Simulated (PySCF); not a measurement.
# C7H10: the cost of one run

Programs: PySCF 2.14.0, with routines of our own; each step states its level. All values are computed. Atoms count from 0.

## 1. The system as given

17 atoms, charge 0, multiplicity 1; geometry from: GFN2-xTB.

## 2. Optimising the geometry at LC-wPBE/def2-SV(P)

Job settings and geometry (Å):

```
{"job": {"xc": "LC-wPBE", "basis": "def2-SV(P)", "grid": 1, "kind": "geom"}, "charge": 0, "multiplicity": 1}
C      3.866514     0.436588     0.310303
C      2.741447    -0.222052     0.038010
C      1.425092     0.298234     0.292027
C      0.289929    -0.367540     0.018822
C     -1.025410     0.150685     0.274348
C     -2.153278    -0.509139     0.000222
C     -3.523438     0.012878     0.256470
H      4.836744     0.016723     0.108529
H      3.852274     1.422355     0.745839
H      2.788521    -1.211502    -0.399614
H      1.372130     1.287407     0.729132
H      0.343007    -1.356406    -0.420075
H     -1.076914     1.138507     0.715747
H     -2.102888    -1.496861    -0.440695
H     -3.488855     1.007987     0.692946
H     -4.060492    -0.650958     0.934635
H     -4.091382     0.055122    -0.673278
```

On the command line:

```sh
OMP_NUM_THREADS=1 python excited_run.py task.json out
```

One launch serves the whole session: the jobs run in the order shown.

Q: Estimate the wall time and peak memory of this first job on 1 thread of Arm Neoverse V1, shared host.

About 63 s, with a peak of 0.6 GiB.
